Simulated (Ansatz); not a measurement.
# CsEu: how the settings move a single-point run

Question: which choices in the input matter for CsEu?

Method: reference: DFT, LDA, PAW with Ansatz's default frozen-core files, scalar-relativistic, in Ansatz 0.2.0.

1 further run of the same task is left out (it didn't finish).

### 1 The structure to begin with

It takes space group P-6m2 (No. 187, hexagonal). The conventional cell has a = 4.464 Å, b = 4.464 Å, c = 8.009 Å, α = 90.00°, β = 90.00°, γ = 120.00°. Around Cs (site symmetry -6m2) lie 6 Cs at 4.46 Å. Eu (site symmetry -6m2) is surrounded by 6 Eu at 4.46 Å.

Structure file:

```
Cs Eu
1.0
     4.46442    0.00000    0.00000
    -2.23221    3.86630    0.00000
     0.00000    0.00000    8.00863
Cs Eu
1 1
Direct
  0.00000 0.00000 0.50000
  0.66667 0.33333 0.00000
```

### 2 Baseline

input.yaml reads:

```yaml
crystal:
  lattice:
    - [4.4644198847, 0.0, 0.0]
    - [-2.2322099423, 3.8663010333, 0.0]
    - [0.0, 0.0, 8.008631]
  atoms:
    - { symbol: Cs, position: [0.0, 0.0, 0.5] }
    - { symbol: Eu, position: [0.6666666667, 0.3333333333, 0.0], spin: 7.2, spin_axis: [1.0, 0.0, 0.0] }
magnetization:
  noncollinear: true
  spin_spiral: { q: [0.25, 0.0, 0.0] }
kpoints:
  mp_grid: { grid: [12, 12, 5], shift: [0.5, 0.0, 0.0] }
scf:
  occupations: { method: fermi_dirac, width: 0.05 }
hamiltonian:
  xc: lda
  pseudopotentials: { kind: paw }
output:
  eigenvalues: false
```

The run is started by

```bash
$ ansatz run input.yaml --threads 2 --pin off --max-ram 5120MiB --backend cpu --events-out ev --progress --plain --runs-dir out
```

### 3 Variant: starting moments, lock_directions true

input.yaml, as its differences from that of step 2:

```diff
@@ -7,3 +7,3 @@
     - { symbol: Cs, position: [0.0, 0.0, 0.5] }
-    - { symbol: Eu, position: [0.6666666667, 0.3333333333, 0.0], spin: 7.2, spin_axis: [1.0, 0.0, 0.0] }
+    - { symbol: Eu, position: [0.6666666667, 0.3333333333, 0.0], spin: 7.2, spin_axis: [0.5, 0.0, 0.8660254] }
 magnetization:
@@ -11,2 +11,3 @@
   spin_spiral: { q: [0.25, 0.0, 0.0] }
+  spin_locking: { lock_directions: true }
 kpoints:
```

What does the calculation give? Wanted: for each run, ending; energy change; abs. moment.

**Answer**, as computed:

| run | ending | energy change | abs. moment (μB) | cycles | time |
| --- | --- | --- | --- | --- | --- |
| reference | converged | 0 | 7.44 | 17 | 2.2 min |
| 1: starting moments, lock_directions true | converged | -1.1 meV/atom | 7.50 | 32 | 21 min |

Residual by cycle in the longest SCF loop of each run; runs are numbered as in the table. The quantity is the density residual dr2, in eV.

| cycle | reference | run 1 |
| --- | --- | --- |
| 1 | 32.5 | 34.6 |
| 4 | 1.11 | 15.4 |
| 6 | 0.22 | 1.62 |
| 9 | 0.0015 | 0.428 |
| 12 | 2.9e-6 | 0.0288 |
| 14 | 1.5e-8 | 11.7 |
| 17 | - | 0.0402 |
| 19 | - | 0.00282 |
| 22 | - | 1.6e-4 |
| 25 | - | 6.4e-7 |
| 27 | - | 4.8e-8 |
| 30 | - | 1.9e-9 |

Changing the spin start moves the energy by -1.1 meV/atom, and the absolute moment goes from 7.44 to 7.50 μB. The runs ended in different states; this one is the lower. Cost: 32 SCF cycles against 17, 21 min against 2.2 min.
